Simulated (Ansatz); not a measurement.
# CH₄AlBrFN: one species, many methods

How much do the methods differ for CH₄AlBrFN? The plan is to run it at one geometry with functionals of several rungs and with coupled cluster. The yardstick is the atomisation energy at the CCSD(T) limit.

Program: Ansatz 0.2.0, Gaussian basis. Level of theory: functionals in def2-TZVPP, the program's frozen cores in correlated methods. These are calculated values, not measurements.

Levels to be run: LDA (SPW92), PBE-D4, revPBE-D4, BLYP-D4, r2SCAN-D4, B97M-V, PBE0-D4, B3LYP-D4, r2SCANh-D4, r2SCAN0-D4, HSE06-D4, BHLYP-D4, CAM-B3LYP-D4, LC-ωPBE, ωB97X-V, ωB97M-V, B2PLYP, PBE-QIDH; CCSD(T)/def2-SVP; CCSD(T)/def2-TZVPP; MP2/def2-QZVPP; extrapolation to the limit; RPA on PBE.

**1. Structure used throughout**

An earlier PBE0-D4 in a triple-zeta def2 set relaxation fixed the geometry.

SMILES `C[NH][Al]([F])[Br]`, 9 atoms, charge 0, spin multiplicity 1.

Atoms are counted from 1 here; the program's logs count them from 0.

Bond lengths: C1–N2 1.450 Å, C1–H6 1.095 Å, C1–H7 1.092 Å, C1–H8 1.095 Å, N2–Al3 1.748 Å, N2–H9 1.009 Å, Al3–F4 1.643 Å, Al3–Br5 2.238 Å. Angles: N2–C1–H6 112.0°, N2–C1–H7 110.0°, N2–C1–H8 112.0°, H6–C1–H7 107.3°, H6–C1–H8 108.0°, H7–C1–H8 107.3°, C1–N2–Al3 128.1°, C1–N2–H9 112.7°, Al3–N2–H9 119.2°, N2–Al3–F4 119.5°, N2–Al3–Br5 121.1°, F4–Al3–Br5 119.4°.

**2. LDA**

This LDA is Slater exchange with PW92 correlation.

File in.yaml:

```yaml
crystal:
  periodic: [false, false, false]
  atoms:
    - {symbol: C, position_ang: [-0.789398, -0.925490, 0.574386]}
    - {symbol: N, position_ang: [-0.131485, 0.350845, 0.370692]}
    - {symbol: Al, position_ang: [0.996457, 0.794899, -0.888602]}
    - {symbol: F, position_ang: [1.418437, -0.313742, -2.025171]}
    - {symbol: Br, position_ang: [1.876064, 2.850580, -0.978058]}
    - {symbol: H, position_ang: [-0.533647, -1.369177, 1.542774]}
    - {symbol: H, position_ang: [-0.480369, -1.631414, -0.198792]}
    - {symbol: H, position_ang: [-1.880071, -0.838522, 0.520170]}
    - {symbol: H, position_ang: [-0.387389, 1.035722, 1.065402]}
basis:
  gaussian: {orbitals: def2-TZVPP}
hamiltonian: {xc: lda}
output: {orbitals: {seedname: orbitals}}
```

Further steps of the session: PBE-D4 (GGA); revPBE-D4 (GGA); BLYP-D4 (GGA); r2SCAN-D4 (meta-GGA); B97M-V (meta-GGA); PBE0-D4 (hybrid); B3LYP-D4 (hybrid); r2SCANh-D4 (hybrid); r2SCAN0-D4 (hybrid); HSE06-D4 (hybrid); BHLYP-D4 (hybrid); CAM-B3LYP-D4 (range-separated); LC-ωPBE (range-separated); ωB97X-V (range-separated); ωB97M-V (range-separated); B2PLYP (double hybrid); PBE-QIDH (double hybrid); CCSD(T) in def2-SVP; CCSD(T) in def2-TZVPP; MP2 in def2-QZVPP; RPA on PBE orbitals.

Q: Predict the results of all the runs planned. Wanted: atomisation energy, CCSD(T)/CBS; farthest beyond LDA; mean size of error, GGA; mean size of error, meta-GGA; mean size of error, hybrid; mean size of error, range-separated; mean size of error, double hybrid; gap, smallest and largest; T1 diagnostic.

As calculated:

```
                               quantity                                                                                                     value
        atomisation energy, CCSD(T)/CBS                                                                                             3344.4 kJ/mol
 functionals within 33.4 kJ/mol (1.0 %)  PBE-D4, BLYP-D4, r2SCAN-D4, B97M-V, PBE0-D4, B3LYP-D4, HSE06-D4, CAM-B3LYP-D4, LC-ωPBE, ωB97X-V, ωB97M-V
                    farthest beyond LDA                                                                                  BHLYP-D4 (-122.7 kJ/mol)
                mean size of error, GGA                                                                                               39.8 kJ/mol
           mean size of error, meta-GGA                                                                                               14.2 kJ/mol
             mean size of error, hybrid                                                                                               52.2 kJ/mol
    mean size of error, range-separated                                                                                               14.3 kJ/mol
      mean size of error, double hybrid                                                                                               46.5 kJ/mol
              gap, smallest and largest                                                                 4.29 eV (LDA (SPW92)), 11.60 eV (LC-ωPBE)
                          T1 diagnostic                                                                                                    0.0096
triples share of the correlation energy                                                                                                     3.3 %
```

**Reading.** The LDA atomisation energy is off by 435.8 kJ/mol (13 %): it overbinds. PBE-D4 misses by +31.7 kJ/mol. Double hybrids carry the basis error of their MP2 part in triple zeta, and no dispersion term here, so their miss is partly the set-up's. The rungs meta-GGA, range-separated miss on average by less than the doubt on the reference (33.4 kJ/mol), so they tie. Misses under about 33.4 kJ/mol are within the doubt on the reference itself, which lacks core-valence correlation, relativity and higher excitations, and its outer-core shells are covered unevenly. All levels share the lack of spin-orbit coupling, which lowers the free heavy atoms and so the true binding. Hartree-Fock recovers 73 % of the binding; the rest is correlation. CCSD(T) in def2-SVP is off by -215.9 kJ/mol, worse than the median functional, from the basis alone. The gap grows from 4.3 to 11.6 eV across the functionals, mostly with the share of exact exchange. Correlated methods include outer-core shells of Br, which these sets cover unevenly.
